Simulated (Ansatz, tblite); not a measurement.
# SiEt(NHMe)3 (C5H17N3Si): rung by rung

An exercise on one series of results from a longer session: the logs are not shown, and one member is left open.

Method: as each input shows; program: Ansatz 0.2.0, Gaussian basis.

Levels to be run: GFN1-xTB, GFN2-xTB, PBE-D4/def2-TZVP, r2SCAN-D4/def2-TZVP, B97M-V/def2-TZVP, ωB97X-V/def2-TZVP, PBE-D4/def2-SVP, PBE0-D4/def2-SVP, HF/STO-3G, HF/6-31G, B3LYP-D4/6-31G, MP2/def2-SVP.

2 further runs of the same task are left out: 2 set aside as unsound or not needed. Runs told in other sessions of the task aren't counted.

## The geometry

The geometry is that of the singlet, from an earlier relaxation (PBE-D4/def2-SVP).

26 atoms, charge 0, spin multiplicity 1.

Bond lengths: Si1–C2 1.896 Å, Si1–N9 1.745 Å, Si1–N15 1.752 Å, Si1–N21 1.749 Å, C2–C3 1.535 Å, C2–H4 1.112 Å, C2–H5 1.113 Å, C3–H6 1.110 Å, C3–H7 1.110 Å, C3–H8 1.110 Å, N9–C10 1.450 Å, N9–H11 1.022 Å, C10–H12 1.118 Å, C10–H13 1.110 Å, C10–H14 1.115 Å, N15–C16 1.449 Å, N15–H17 1.024 Å, C16–H18 1.118 Å and more. Angles: C2–Si1–N9 117.4°, C2–Si1–N15 107.9°, C2–Si1–N21 105.2°, N9–Si1–N15 101.2°, N9–Si1–N21 105.5°, N15–Si1–N21 120.3°, Si1–C2–C3 113.0°, Si1–C2–H4 107.0°, Si1–C2–H5 110.0°, C3–C2–H4 110.4°, C3–C2–H5 110.7°, H4–C2–H5 105.3°, C2–C3–H6 112.5°, C2–C3–H7 110.9°, C2–C3–H8 111.4°, H6–C3–H7 107.5°, H6–C3–H8 107.7°, H7–C3–H8 106.6° and more.

As a file:

```csv
atom,x (Å),y (Å),z (Å)
Si1,-0.0457,-0.0445,-0.0455
C2,-0.1813,-0.0452,1.8458
C3,0.5391,1.1419,2.4996
H4,0.2525,-1.0057,2.2020
H5,-1.2514,-0.0739,2.1517
H6,0.4977,1.1051,3.6082
H7,1.6093,1.1665,2.2055
H8,0.1004,2.1090,2.1781
N9,1.5546,0.0513,-0.7358
C10,2.5198,-1.0293,-0.7835
H11,1.9607,0.9859,-0.8170
H12,3.2960,-0.9817,0.0198
H13,1.9843,-1.9934,-0.6621
H14,3.0600,-1.0739,-1.7583
N15,-0.7616,1.4411,-0.6369
C16,-2.0114,2.0203,-0.1858
H17,-0.5363,1.6714,-1.6090
H18,-2.9214,1.6332,-0.7078
H19,-2.1561,1.8159,0.8954
H20,-2.0174,3.1279,-0.2981
N21,-0.6818,-1.5929,-0.5517
C22,-0.8634,-1.9980,-1.9324
H23,-1.2592,-2.1091,0.1153
H24,-1.8907,-1.8145,-2.3331
H25,-0.1588,-1.4299,-2.5754
H26,-0.6377,-3.0776,-2.0887
```

PBE0-D4/def2-TZVP was run before; its log isn't repeated, and its numbers join the tables.

The first run:

Tight binding, by tblite at 300 K electronic temperature and without a spin-polarisation term:

```python
tblite.interface.Calculator('GFN1-xTB', numbers, positions, charge=0, uhf=0).singlepoint()
```

Tight binding, by tblite at 300 K electronic temperature and without a spin-polarisation term:

```python
tblite.interface.Calculator('GFN2-xTB', numbers, positions, charge=0, uhf=0).singlepoint()
```

start.molden holds the orbitals of an earlier run on this state, given as this run's starting guess.

Contents of in.yaml:

```yaml
crystal:
  periodic: [false, false, false]
  atoms:
    - {symbol: Si, position_ang: [-0.045682, -0.044499, -0.045459]}
    - {symbol: C, position_ang: [-0.181336, -0.045198, 1.845770]}
    - {symbol: C, position_ang: [0.539119, 1.141916, 2.499580]}
    - {symbol: H, position_ang: [0.252524, -1.005664, 2.201964]}
    - {symbol: H, position_ang: [-1.251445, -0.073917, 2.151652]}
    - {symbol: H, position_ang: [0.497749, 1.105110, 3.608182]}
    - {symbol: H, position_ang: [1.609344, 1.166472, 2.205461]}
    - {symbol: H, position_ang: [0.100353, 2.108950, 2.178089]}
    - {symbol: N, position_ang: [1.554555, 0.051347, -0.735781]}
    - {symbol: C, position_ang: [2.519824, -1.029277, -0.783464]}
    - {symbol: H, position_ang: [1.960746, 0.985911, -0.817013]}
    - {symbol: H, position_ang: [3.295996, -0.981684, 0.019800]}
    - {symbol: H, position_ang: [1.984294, -1.993395, -0.662142]}
    - {symbol: H, position_ang: [3.059971, -1.073889, -1.758330]}
    - {symbol: N, position_ang: [-0.761637, 1.441086, -0.636937]}
    - {symbol: C, position_ang: [-2.011390, 2.020256, -0.185813]}
    - {symbol: H, position_ang: [-0.536323, 1.671424, -1.608971]}
    - {symbol: H, position_ang: [-2.921415, 1.633156, -0.707835]}
    - {symbol: H, position_ang: [-2.156075, 1.815905, 0.895423]}
    - {symbol: H, position_ang: [-2.017415, 3.127934, -0.298086]}
    - {symbol: N, position_ang: [-0.681847, -1.592880, -0.551712]}
    - {symbol: C, position_ang: [-0.863449, -1.997960, -1.932449]}
    - {symbol: H, position_ang: [-1.259230, -2.109106, 0.115306]}
    - {symbol: H, position_ang: [-1.890714, -1.814537, -2.333122]}
    - {symbol: H, position_ang: [-0.158807, -1.429916, -2.575404]}
    - {symbol: H, position_ang: [-0.637697, -3.077567, -2.088702]}
basis:
  gaussian: {orbitals: def2-TZVP, initial_orbitals: start.molden}
hamiltonian: {xc: pbe, dispersion: d4}
scf: {omitted_lower_state_checks: [starts]}
output: {forces: true, orbitals: {seedname: orbitals}}
```

Command:

```bash
$ ansatz run in.yaml --threads 4 --pin off --events-out ev --progress --plain --max-ram 6963MiB
```

Among the steps run: PBE-D4/def2-TZVP; r2SCAN-D4/def2-TZVP; B97M-V/def2-TZVP; ωB97X-V/def2-TZVP; PBE-D4/def2-SVP; PBE0-D4/def2-SVP; HF/STO-3G; HF/6-31G; B3LYP-D4/6-31G; MP2/def2-SVP.

One of the session's tables, all rows but one given; the rest of the session is left out.

It belongs to the step «Binding energy». 

| level | binding an atom (eV) |
| --- | --- |
| HF/STO-3G | 3.439 |
| HF/6-31G | 2.640 |
| HF/def2-SVP | 2.887 |
| PBE-D4/def2-SVP | 4.034 |
| PBE-D4/def2-TZVP | ? |
| r2SCAN-D4/def2-TZVP | 3.933 |
| B97M-V/def2-TZVP | 3.933 |
| B3LYP-D4/6-31G | 3.812 |
| PBE0-D4/def2-SVP | 3.977 |
| PBE0-D4/def2-TZVP | 3.954 |
| ωB97X-V/def2-TZVP | 3.957 |
| MP2/def2-SVP | 3.752 |

**Question.** Estimate the row for PBE-D4/def2-TZVP.

As computed: binding an atom (eV): 4.015. In the column «binding an atom (eV)» it lies between PBE0-D4/def2-SVP (3.977) and PBE-D4/def2-SVP (4.034).

Caveats from the session: Free atoms were run apart at each level; binding is atoms less cluster, divided by the number of atoms, without zero-point or spin-orbit terms.
